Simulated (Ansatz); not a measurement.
# BrH4NSeSi: the cost of one run

Method: the settings change from run to run; program: Ansatz 0.2.0, Gaussian basis.

### 1 The geometry

The geometry comes from an earlier relaxation with PBE0-D4 in a triple-zeta def2 set; it is a stationary point, not always the lowest conformer.

SMILES `N[SiH]([SeH])Br`, 8 atoms, charge 0, spin multiplicity 1.

Atoms are counted from 1 here; the program's logs count them from 0.

Bond lengths: N1–Si2 1.697 Å, N1–H5 1.008 Å, N1–H6 1.008 Å, Si2–Se3 2.266 Å, Si2–Br4 2.240 Å, Si2–H7 1.477 Å, Se3–H8 1.467 Å. Angles: Si2–N1–H5 120.2°, Si2–N1–H6 120.7°, H5–N1–H6 112.0°, N1–Si2–Se3 105.2°, N1–Si2–Br4 116.3°, N1–Si2–H7 107.6°, Se3–Si2–Br4 108.5°, Se3–Si2–H7 114.9°, Br4–Si2–H7 104.8°, Si2–Se3–H8 93.1°.

### 2 RPA/aug-pcseg-2

Options: a grid of angular degree 23, the search for lower states set to light.

Contents of in.yaml:

```yaml
crystal:
  periodic: [false, false, false]
  atoms:
    - {symbol: N, position_ang: [-0.162275, 1.423327, -0.220079]}
    - {symbol: Si, position_ang: [-0.308484, -0.216633, 0.189852]}
    - {symbol: Se, position_ang: [1.761140, -0.847524, 0.863084]}
    - {symbol: Br, position_ang: [-0.971716, -1.592454, -1.448743]}
    - {symbol: H, position_ang: [-0.979112, 2.012385, -0.255371]}
    - {symbol: H, position_ang: [0.553866, 1.731542, -0.858308]}
    - {symbol: H, position_ang: [-1.359235, -0.326592, 1.222195]}
    - {symbol: H, position_ang: [1.558017, -2.241052, 0.451569]}
basis:
  gaussian: {orbitals: aug-pcseg-2, final_grid: {core_spheres: 8, valence_spheres: 7, degree: 23}}
hamiltonian: {xc: {name: HF}}
correlation: {method: rpa}
scf: {lower_state_search: light}
```

Started as:

```console
$ ansatz run in.yaml --threads 4 --pin off --events-out ev --progress --plain --max-ram 10444MiB
```

Q: Estimate wall time and peak memory on 4 threads of Arm Neoverse V1, shared host.

About 13 s, with a peak of 1.2 GiB.
